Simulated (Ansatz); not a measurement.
# InSe2 (P4/nmm) in Ansatz: reference runs

Reference runs on InSe2: the cell as given and a disturbed copy.

Program: Ansatz 0.2.0. These are calculated values, not measurements. Logs are shortened: lines on timing, memory, paths and dates and some standing lists are left out, and cuts for length are marked.

## 1. The structure

It takes space group P4/nmm (No. 129, tetragonal). The conventional cell has a = 3.895 Å, b = 3.895 Å, c = 9.626 Å, α = 90.00°, β = 90.00°, γ = 90.00°. In (site symmetry 4mm) is surrounded by 4 Se at 2.84 Å. Se (site symmetry -4m2) is surrounded by 4 Se at 2.75 Å. Around Se (site symmetry 4mm) lie 4 In at 2.84 Å.

The cell comes from a database or a generator and needn't be the stable form of this composition.

## 2. Single point, PBE

Input file input.yaml:

```yaml
crystal:
  lattice:
    - [3.894893, 0.0, 0.0]
    - [0.0, 3.894893, 0.0]
    - [0.0, 0.0, 9.626231]
  atoms:
    - { symbol: In, position: [0.5, 0.0, 0.293532] }
    - { symbol: In, position: [0.0, 0.5, 0.706468] }
    - { symbol: Se, position: [0.5, 0.5, 0.0] }
    - { symbol: Se, position: [0.0, 0.0, 0.0] }
    - { symbol: Se, position: [0.5, 0.0, 0.633788] }
    - { symbol: Se, position: [0.0, 0.5, 0.366212] }
hamiltonian:
  xc: pbe
  pseudopotentials: { kind: paw }
kpoints:
  mp_grid: { grid: [7, 7, 3] }
scf:
  occupations: { method: fermi_dirac, width: 0.05 }
output:
  forces: true
  stress: true
  eigenvalues: true
  write_density: true
  write_potential: true
  elf: true
  volumetric_format: npy
```

Potentials or basis: Ansatz PAW.

Command:

```
$ ansatz run input.yaml --threads 2 --pin off --max-ram 5120MiB --backend cpu --events-out ev --progress --plain --runs-dir out
```

What it wrote:

```text
Warning: RAYON_NUM_THREADS=2 ignored (pool sized by the plan → 2); use --threads N
Engine: ansatz 0.2.0, x86_64-unknown-linux-gnu
Pseudopotentials: kind: paw
Pseudopotential: In, paw, valence charge 13, recommended cutoff 420 eV (normal), In.paw.azcp
Pseudopotential: Se, paw, valence charge 16, recommended cutoff 420 eV (normal), Se.paw.azcp
Functional definition: PBE
  parameter kappa = 0.804
  parameter beta = 0.06672455060314922
  exchange = pbe_x(kappa = kappa, mu = beta*pi^2/3)
  correlation = pbe_c(beta = beta)
Crystal: 6 atoms, lattice volume = 146.032 Å³
Basis set: ecut = 420 eV, 2889 PW (Γ), exchange–correlation on 54×54×144 points (8 copies of the dense FFT grid, shifted against one another)
Bands: 54, of which v1, the nominal top of the filled ones, is band 45 counted from 1 (44 counted from 0)
Symmetry: 16 space group operations
Space group: P4/nmm (ITA 129), of the structure as read, at distance tolerance 5.3e-5 Å
k-points: 20 of 147
Non-local potential: In, projectors of the file, l = 0: 2, l = 1: 2, l = 2: 2, l = 3: 2
Non-local potential: Se, projectors of the file, l = 0: 2, l = 1: 2, l = 2: 3, l = 3: 1
PAW form: soft (Blöchl's): semilocal exchange-correlation on the pseudo side does not see the compensation charge
PAW one-centre angular grid: In, 590 points (default); XC on 64 Gauss nodes
PAW one-centre angular grid: Se, 590 points (default); XC on 64 Gauss nodes
Initial density: superposition of atomic densities (neutral atoms: chi_scale 0, normalization atom), corrected by the library's trained network
Initial wavefunctions: pseudopotential atomic-orbital guess
Functional: x = pbe(κ = 0.804, μ = 0.2195149727645171), c = pbe(β = 0.06672455060314922)
SCF iter   1: F=—  HF=-33073.175838 eV  |F-HF|=—  |Δ(HF+E_count)|=         —  Δρ=1.83e-3  dr2=1.20e-2  ethr=1.77e-3  ⟨swp⟩=6.2  Hψ=3908  notcnv=0  defer=11
preconditioner: auto → Kerker (q_TF=auto, 2.517 Å⁻¹)  [metal: Δε(μ)=0.104 eV  Ē_g=12.809 eV  σ=0.050 eV  W_gap=0.44  n_scr=38 (ndim 8)  ℏωp=21.7 eV  f_vac=0.003  D(μ)=2.63/eV (n_scr^D=16)]
SCF iter   2: F=—  HF=-33073.172352 eV  |F-HF|=—  |Δ(HF+E_count)|=   3.49e-3  Δρ=1.23e-3  dr2=4.45e-3  ethr=1.34e-5  ⟨swp⟩=1.9  Hψ=1492  notcnv=0  defer=33
SCF iter   3: F=—  HF=-33073.172028 eV  |F-HF|=—  |Δ(HF+E_count)|=   3.23e-4  Δρ=4.72e-4  dr2=7.03e-4  ethr=4.95e-6  ⟨swp⟩=3.0  Hψ=1767  notcnv=0  defer=33
SCF iter   4: F=—  HF=-33073.171852 eV  |F-HF|=—  |Δ(HF+E_count)|=   1.77e-4  Δρ=2.63e-4  dr2=1.94e-4  ethr=7.81e-7  ⟨swp⟩=2.0  Hψ=1740  notcnv=0  defer=33
SCF iter   5: F=—  HF=-33073.171827 eV  |F-HF|=—  |Δ(HF+E_count)|=   2.43e-5  Δρ=8.97e-5  dr2=3.32e-5  ethr=2.15e-7  ⟨swp⟩=2.1  Hψ=1610  notcnv=0  defer=33
SCF iter   6: F=—  HF=-33073.171823 eV  |F-HF|=—  |Δ(HF+E_count)|=   4.54e-6  Δρ=6.23e-5  dr2=6.68e-6  ethr=3.69e-8  ⟨swp⟩=2.0  Hψ=1929  notcnv=0  defer=33
SCF iter   7: F=—  HF=-33073.171822 eV  |F-HF|=—  |Δ(HF+E_count)|=   1.15e-6  Δρ=1.28e-5  dr2=1.66e-6  ethr=7.42e-9  ⟨swp⟩=2.0  Hψ=1929  notcnv=0  defer=33
SCF iter   8: F=—  HF=-33073.171822 eV  |F-HF|=—  |Δ(HF+E_count)|=   8.01e-8  Δρ=6.95e-6  dr2=2.78e-7  ethr=1.85e-9  ⟨swp⟩=2.0  Hψ=1704  notcnv=0  defer=33
SCF iter   9: F=-33073.171821 eV  HF=-33073.171822 eV  |F-HF|=7.14e-8  |Δ(HF+E_count)|=   3.39e-9  Δρ=3.01e-6  dr2=8.25e-8  ethr=1.11e-10  ⟨swp⟩=12.8  Hψ=7932  notcnv=0
SCF 1 converged in 9 iterations: F = -33073.171821 eV  dr2 = 8.25e-8
SCF converged after 9 iterations
Free energy (F): -33073.171821 eV
Harris-Foulkes:  -33073.171822 eV  (|F-HF|=7.14e-8)
Internal energy: -33073.152880 eV  (E = F + TS)
E sigma→0 (E₀):  -33073.162351 eV
Entropy (-TS):   -0.018941 eV (-3.157 meV/atom)
Fermi energy:    9.117338 eV
--- Per-component energies (eV) ---
  E_band       = -1540.911827
  E_kinetic    = 952.731893
  E_local      = -11565.302951  (includes V_loc(G=0)·N_el)
  E_nonlocal   = -1644.963798
  E_hartree    = 5518.802352
  E_xc         = -845.478817
  E_vxc        = -588.558619  (∫ρ·V_xc dr)
  E_paw        = -15955.572230  (= ΣΔE_a)
  E_vpaw       = 267.578244  (= ΣTr[D̂ρ^β])
  E_aug_tail   = -0.002273  (compensation charges beyond the density's cutoff)
  E_ewald      = -9533.367056
  E_smearing   = -0.018941  (= −TS)
  E_closure    = -0.000000  (closes the sum)
  Σ components = -33073.171821   (vs F -33073.171821, Δ=0.00e0)
--- Forces (eV/Å), atoms counted from 1 ---
  atom   1  In     0.00000000     0.00000000     0.09190305
  atom   2  In     0.00000000     0.00000000    -0.09190305
  atom   3  Se     0.00000000     0.00000000     0.00000000
  atom   4  Se     0.00000000     0.00000000     0.00000000
  atom   5  Se     0.00000000     0.00000000     0.04671026
  atom   6  Se     0.00000000     0.00000000    -0.04671026
  max |Σ_I F_I| component: 0.00e0 eV/Å
--- Stress (GPa, compression-positive) ---
       -0.523877       0.000000       0.000000
        0.000000      -0.523877       0.000000
        0.000000       0.000000       0.670298
  P = ⅓ Tr σ = -0.1258 GPa (-1.258 kbar)
--- Band table (eV; the first three rows and the last of 20) ---
  k-point 0: bands = ["-39.0569", "-39.0425", "-39.0247", "-39.0070", "-38.8699", "-38.8699", "-38.8617", "-38.8617", "-38.8201", "-38.8019", "-38.2676", "-38.2674", "-38.2657", "-38.2656", "-38.2004", "-38.2004", "-38.2000", "-38.2000", "-38.1803", "-38.1801", "-5.9847", "-5.4631", "-5.4007", "-5.2670", "-5.2638", "-5.2331", "-5.2331", "-5.2247", "-5.2247", "-5.2053", "-5.2042", "-4.1371", "-3.3910", "-0.9716", "3.5389", "4.9407", "4.9407", "5.2890", "6.8401", "6.8654", "6.8654", "7.2197", "7.5170", "7.5170", "9.3651", "9.7971", "11.9586", "11.9586", "12.5124", "13.5923", "14.0109", "14.2458", "15.4157", "15.4157"]
  k-point 1: bands = ["-39.0569", "-39.0425", "-39.0247", "-39.0070", "-38.8699", "-38.8699", "-38.8617", "-38.8617", "-38.8201", "-38.8019", "-38.2676", "-38.2674", "-38.2657", "-38.2656", "-38.2004", "-38.2004", "-38.2000", "-38.2000", "-38.1803", "-38.1801", "-5.9811", "-5.4552", "-5.4073", "-5.2662", "-5.2646", "-5.2325", "-5.2325", "-5.2253", "-5.2253", "-5.2052", "-5.2042", "-4.1812", "-3.3410", "-0.9716", "3.4818", "4.9457", "4.9457", "5.1747", "6.7319", "6.8203", "6.8203", "7.5645", "7.5645", "7.8294", "9.3638", "9.8456", "11.5833", "11.9592", "11.9592", "12.8358", "14.1343", "15.3374", "15.3483", "15.3483"]
  k-point 2: bands = ["-39.0544", "-39.0416", "-39.0255", "-39.0095", "-38.8695", "-38.8695", "-38.8621", "-38.8621", "-38.8191", "-38.8028", "-38.2676", "-38.2674", "-38.2657", "-38.2656", "-38.2004", "-38.2004", "-38.2000", "-38.2000", "-38.1803", "-38.1801", "-5.8292", "-5.4376", "-5.3659", "-5.2564", "-5.2524", "-5.2405", "-5.2383", "-5.2332", "-5.2252", "-5.2157", "-5.2143", "-4.0390", "-3.3442", "-1.3921", "3.4563", "5.1363", "5.2200", "5.3107", "5.7772", "5.7891", "7.0408", "7.6719", "7.8030", "8.7968", "9.2179", "9.9765", "11.1186", "11.2392", "12.8041", "13.3888", "14.2959", "14.4853", "15.0422", "15.1368"]
  k-point 19: bands = ["-39.0343", "-39.0335", "-39.0326", "-39.0318", "-38.8707", "-38.8703", "-38.8615", "-38.8611", "-38.8104", "-38.8095", "-38.2677", "-38.2677", "-38.2651", "-38.2651", "-38.2005", "-38.2005", "-38.2000", "-38.2000", "-38.1800", "-38.1800", "-5.5742", "-5.5740", "-5.2777", "-5.2739", "-5.2629", "-5.2604", "-5.2424", "-5.2406", "-5.1343", "-5.1341", "-3.6611", "-3.3738", "-2.6254", "-2.5615", "2.7907", "3.1053", "4.2178", "4.4922", "4.6237", "5.4182", "6.2572", "6.7894", "7.0300", "7.5490", "7.9569", "8.1156", "12.2539", "12.7226", "12.8768", "13.4756", "13.8627", "14.0982", "14.9054", "15.2529"]
```

rho_z.tsv:

```text
# z_ang	rho[e/angstrom^3]
# format = ansatz-planar-average/11
# lattice	3.894893000	0.000000000	0.000000000
# lattice	0.000000000	3.894893000	0.000000000
# lattice	0.000000000	0.000000000	9.626231000
# sites	6
# site	49	1.947446500	0.000000000	2.825606838
# site	49	0.000000000	1.947446500	6.800624162
# site	34	1.947446500	1.947446500	0.000000000
# site	34	0.000000000	0.000000000	0.000000000
# site	34	1.947446500	0.000000000	6.100989693
# site	34	0.000000000	1.947446500	3.525241307
0.000000	2.548614e0
0.133698	2.240484e0
0.267395	1.570001e0
0.401093	9.619462e-1
0.534791	5.857256e-1
0.668488	3.877890e-1
[... 64 lines left out ...]
9.358836	1.570001e0
9.492533	2.240484e0
```

It took 17 s on 2 threads of Intel Xeon at 2.50GHz (Skylake/Cascade Lake), shared host; peak memory 0.51 GiB.

Results:

```
Free energy            : -33073.1718 eV
Pressure               : -0.1 GPa
Largest force          : 0.092 eV/Å
Band gap on the k mesh : none (metal or under the smearing width)
```

Forces on the atoms (eV/Å):
```
In   0.000  0.000  0.092
In   0.000  0.000 -0.092
Se   0.000  0.000  0.000
Se   0.000  0.000  0.000
Se   0.000  0.000  0.047
Se   0.000  0.000 -0.047
```

Levels at points of the mesh, in eV from the Fermi level:
```tsv
k point	band 41	band 42	band 43	band 44	band 45	band 46	band 47	band 48	band 49	band 50
(0.00, 0.00, 0.00)	-2.25	-1.90	-1.60	-1.60	0.25	0.68	2.84	2.84	3.40	4.47
```

## 3. Single point, PBE (atoms moved at random, drawn with an rms of 0.05 Å)

Input file input.yaml:

```yaml
crystal:
  lattice:
    - [3.894893, 0.0, 0.0]
    - [0.0, 3.894893, 0.0]
    - [0.0, 0.0, 9.626231]
  atoms:
    - { symbol: In, position: [0.492717, 0.010002, 0.292122] }
    - { symbol: In, position: [-0.005988, 0.50633, 0.705051] }
    - { symbol: Se, position: [0.492032, 0.505031, -0.00166] }
    - { symbol: Se, position: [0.005396, -0.005694, -0.000598] }
    - { symbol: Se, position: [0.500563, 0.010867, 0.635871] }
    - { symbol: Se, position: [0.000475, 0.499539, 0.367233] }
hamiltonian:
  xc: pbe
  pseudopotentials: { kind: paw }
kpoints:
  mp_grid: { grid: [7, 7, 3] }
scf:
  occupations: { method: fermi_dirac, width: 0.05 }
output:
  forces: true
  stress: true
  eigenvalues: true
```

Potentials or basis: Ansatz PAW.

Command:

```
$ ansatz run input.yaml --threads 2 --pin off --max-ram 5120MiB --backend cpu --events-out ev --progress --plain --runs-dir out
```

What it wrote:

```text
Warning: RAYON_NUM_THREADS=2 ignored (pool sized by the plan → 2); use --threads N
Engine: ansatz 0.2.0, x86_64-unknown-linux-gnu
Pseudopotentials: kind: paw
Pseudopotential: In, paw, valence charge 13, recommended cutoff 420 eV (normal), In.paw.azcp
Pseudopotential: Se, paw, valence charge 16, recommended cutoff 420 eV (normal), Se.paw.azcp
Functional definition: PBE
  parameter kappa = 0.804
  parameter beta = 0.06672455060314922
  exchange = pbe_x(kappa = kappa, mu = beta*pi^2/3)
  correlation = pbe_c(beta = beta)
Crystal: 6 atoms, lattice volume = 146.032 Å³
Basis set: ecut = 420 eV, 2889 PW (Γ), exchange–correlation on 54×54×144 points (8 copies of the dense FFT grid, shifted against one another)
Bands: 54, of which v1, the nominal top of the filled ones, is band 45 counted from 1 (44 counted from 0)
Symmetry: 1 space group operations
Space group: P1 (ITA 1), of the structure as read, at distance tolerance 5.3e-5 Å
k-points: 74 of 147 (time reversal used)
Non-local potential: In, projectors of the file, l = 0: 2, l = 1: 2, l = 2: 2, l = 3: 2
Non-local potential: Se, projectors of the file, l = 0: 2, l = 1: 2, l = 2: 3, l = 3: 1
PAW form: soft (Blöchl's): semilocal exchange-correlation on the pseudo side does not see the compensation charge
PAW one-centre angular grid: In, 590 points (default); XC on 64 Gauss nodes
PAW one-centre angular grid: Se, 590 points (default); XC on 64 Gauss nodes
Initial density: superposition of atomic densities (neutral atoms: chi_scale 0, normalization atom), corrected by the library's trained network
Initial wavefunctions: pseudopotential atomic-orbital guess
Functional: x = pbe(κ = 0.804, μ = 0.2195149727645171), c = pbe(β = 0.06672455060314922)
SCF iter   1: F=—  HF=-33073.163357 eV  |F-HF|=—  |Δ(HF+E_count)|=         —  Δρ=1.75e-3  dr2=9.75e-3  ethr=1.77e-3  ⟨swp⟩=6.2  Hψ=14588  notcnv=0  defer=28
preconditioner: auto → Kerker (q_TF=auto, 2.517 Å⁻¹)  [metal: Δε(μ)=0.026 eV  Ē_g=12.813 eV  σ=0.050 eV  W_gap=0.13  n_scr=38 (ndim 8)  ℏωp=21.7 eV  f_vac=0.003  D(μ)=2.59/eV (n_scr^D=16)]
SCF iter   2: F=—  HF=-33073.160107 eV  |F-HF|=—  |Δ(HF+E_count)|=   3.25e-3  Δρ=1.20e-3  dr2=3.82e-3  ethr=1.08e-5  ⟨swp⟩=1.9  Hψ=5564  notcnv=0  defer=125
SCF iter   3: F=—  HF=-33073.159922 eV  |F-HF|=—  |Δ(HF+E_count)|=   1.86e-4  Δρ=4.66e-4  dr2=6.34e-4  ethr=4.24e-6  ⟨swp⟩=2.3  Hψ=6023  notcnv=0  defer=125
SCF iter   4: F=—  HF=-33073.159750 eV  |F-HF|=—  |Δ(HF+E_count)|=   1.72e-4  Δρ=2.62e-4  dr2=1.95e-4  ethr=7.04e-7  ⟨swp⟩=2.0  Hψ=6888  notcnv=0  defer=125
SCF iter   5: F=—  HF=-33073.159725 eV  |F-HF|=—  |Δ(HF+E_count)|=   2.53e-5  Δρ=9.13e-5  dr2=3.71e-5  ethr=2.16e-7  ⟨swp⟩=2.0  Hψ=5568  notcnv=0  defer=125
SCF iter   6: F=—  HF=-33073.159736 eV  |F-HF|=—  |Δ(HF+E_count)|=   1.12e-5  Δρ=6.19e-5  dr2=8.00e-6  ethr=4.12e-8  ⟨swp⟩=2.0  Hψ=7109  notcnv=0  defer=125
SCF iter   7: F=—  HF=-33073.159735 eV  |F-HF|=—  |Δ(HF+E_count)|=   1.25e-6  Δρ=1.17e-5  dr2=7.67e-7  ethr=8.89e-9  ⟨swp⟩=2.0  Hψ=6380  notcnv=0  defer=125
SCF iter   8: F=—  HF=-33073.159735 eV  |F-HF|=—  |Δ(HF+E_count)|=   7.00e-8  Δρ=7.35e-6  dr2=4.52e-7  ethr=8.52e-10  ⟨swp⟩=2.0  Hψ=7154  notcnv=0  defer=125
SCF iter   9: F=-33073.159735 eV  HF=-33073.159735 eV  |F-HF|=2.49e-8  |Δ(HF+E_count)|=   7.21e-8  Δρ=3.67e-6  dr2=5.88e-8  ethr=1.11e-10  ⟨swp⟩=7.6  Hψ=18922  notcnv=0
SCF 1 converged in 9 iterations: F = -33073.159735 eV  dr2 = 5.88e-8
SCF converged after 9 iterations
Free energy (F): -33073.159735 eV
Harris-Foulkes:  -33073.159735 eV  (|F-HF|=2.49e-8)
Internal energy: -33073.140748 eV  (E = F + TS)
E sigma→0 (E₀):  -33073.150241 eV
Entropy (-TS):   -0.018986 eV (-3.164 meV/atom)
Fermi energy:    9.120828 eV
--- Per-component energies (eV) ---
  E_band       = -1541.010546
  E_kinetic    = 952.848952
  E_local      = -11572.043016  (includes V_loc(G=0)·N_el)
  E_nonlocal   = -1644.973681
  E_hartree    = 5522.084898
  E_xc         = -845.527545
  E_vxc        = -588.622495  (∫ρ·V_xc dr)
  E_paw        = -15955.556619  (= ΣΔE_a)
  E_vpaw       = 267.609999  (= ΣTr[D̂ρ^β])
  E_aug_tail   = -0.002284  (compensation charges beyond the density's cutoff)
  E_ewald      = -9529.971454
  E_smearing   = -0.018986  (= −TS)
  E_closure    = 0.000000  (closes the sum)
  Σ components = -33073.159735   (vs F -33073.159735, Δ=0.00e0)
--- Forces (eV/Å), atoms counted from 1 ---
  atom   1  In     0.06910181    -0.08118463     0.09473214
  atom   2  In     0.05248296     0.05048873    -0.07813487
  atom   3  Se     0.16646810    -0.13515631     0.03214114
  atom   4  Se    -0.15332341     0.12085924     0.04172871
  atom   5  Se    -0.06579247    -0.08059273    -0.01896378
  atom   6  Se    -0.06893385     0.12558447    -0.07150559
  max |Σ_I F_I| component: 3.15e-6 eV/Å
--- Stress (GPa, compression-positive) ---
       -0.434843      -0.067458       0.044938
       -0.067458      -0.363064       0.115692
        0.044938       0.115692       0.708087
  P = ⅓ Tr σ = -0.0299 GPa (-0.299 kbar)
--- Band table (eV; the first three rows and the last of 74) ---
  k-point 0: bands = ["-39.0592", "-39.0446", "-39.0265", "-39.0086", "-38.8724", "-38.8707", "-38.8638", "-38.8626", "-38.8217", "-38.8032", "-38.2688", "-38.2668", "-38.2649", "-38.2631", "-38.2008", "-38.2005", "-38.1969", "-38.1966", "-38.1816", "-38.1754", "-5.9978", "-5.4691", "-5.4012", "-5.2722", "-5.2604", "-5.2354", "-5.2351", "-5.2241", "-5.2234", "-5.2130", "-5.1984", "-4.1325", "-3.3964", "-0.9676", "3.5404", "4.9173", "4.9480", "5.2974", "6.8201", "6.8656", "6.8906", "7.2188", "7.5100", "7.5155", "9.3674", "9.7737", "11.8233", "11.9755", "12.6127", "13.5963", "14.0039", "14.2854", "15.4045", "15.4296"]
  k-point 1: bands = ["-39.0592", "-39.0446", "-39.0265", "-39.0086", "-38.8724", "-38.8707", "-38.8638", "-38.8626", "-38.8217", "-38.8032", "-38.2688", "-38.2668", "-38.2649", "-38.2631", "-38.2008", "-38.2005", "-38.1969", "-38.1966", "-38.1816", "-38.1754", "-5.9942", "-5.4625", "-5.4066", "-5.2720", "-5.2606", "-5.2351", "-5.2347", "-5.2245", "-5.2237", "-5.2130", "-5.1985", "-4.1769", "-3.3460", "-0.9676", "3.4811", "4.9208", "4.9530", "5.1919", "6.7298", "6.8205", "6.8216", "7.5525", "7.5574", "7.8360", "9.3659", "9.8229", "11.5787", "11.8533", "11.9765", "12.9465", "14.1287", "15.2713", "15.3592", "15.4020"]
  k-point 2: bands = ["-39.0568", "-39.0437", "-39.0273", "-39.0111", "-38.8720", "-38.8704", "-38.8641", "-38.8630", "-38.8208", "-38.8041", "-38.2688", "-38.2668", "-38.2649", "-38.2631", "-38.2008", "-38.2005", "-38.1969", "-38.1966", "-38.1816", "-38.1754", "-5.8423", "-5.4425", "-5.3677", "-5.2612", "-5.2496", "-5.2444", "-5.2362", "-5.2353", "-5.2245", "-5.2226", "-5.2083", "-4.0352", "-3.3493", "-1.3892", "3.4605", "5.1247", "5.2042", "5.3179", "5.7405", "5.8292", "7.0403", "7.6644", "7.8110", "8.8008", "9.2127", "9.9605", "11.1038", "11.2360", "12.8107", "13.3990", "14.3154", "14.4814", "15.0506", "15.1413"]
  k-point 73: bands = ["-39.0404", "-39.0374", "-39.0330", "-39.0282", "-38.8700", "-38.8696", "-38.8662", "-38.8638", "-38.8145", "-38.8098", "-38.2689", "-38.2664", "-38.2650", "-38.2628", "-38.2009", "-38.2005", "-38.1970", "-38.1967", "-38.1815", "-38.1753", "-5.3951", "-5.3757", "-5.2946", "-5.2856", "-5.2732", "-5.2680", "-5.2350", "-5.2269", "-5.1877", "-5.1773", "-4.4245", "-3.4737", "-3.2525", "-3.0845", "2.9394", "3.1606", "4.9030", "5.5916", "6.0083", "6.3898", "7.2220", "7.4303", "7.8153", "8.3017", "9.0366", "9.8900", "10.1325", "10.4467", "12.0870", "12.5546", "13.6856", "13.8512", "15.1750", "15.4307"]
```

Run time: 57 s. Hardware: 2 threads of Intel Xeon at 2.50GHz (Skylake/Cascade Lake), shared host; peak memory 0.69 GiB.

What came out:

| Property | Result |
| --- | --- |
| Free energy | -33073.1597 eV |
| Pressure | 0.0 GPa |
| Largest force | 0.217 eV/Å |
| Band gap on the k mesh | none (metal or under the smearing width) |

Forces on the atoms (eV/Å):
```
In   0.069 -0.081  0.095
In   0.052  0.050 -0.078
Se   0.166 -0.135  0.032
Se  -0.153  0.121  0.042
Se  -0.066 -0.081 -0.019
Se  -0.069  0.126 -0.072
```
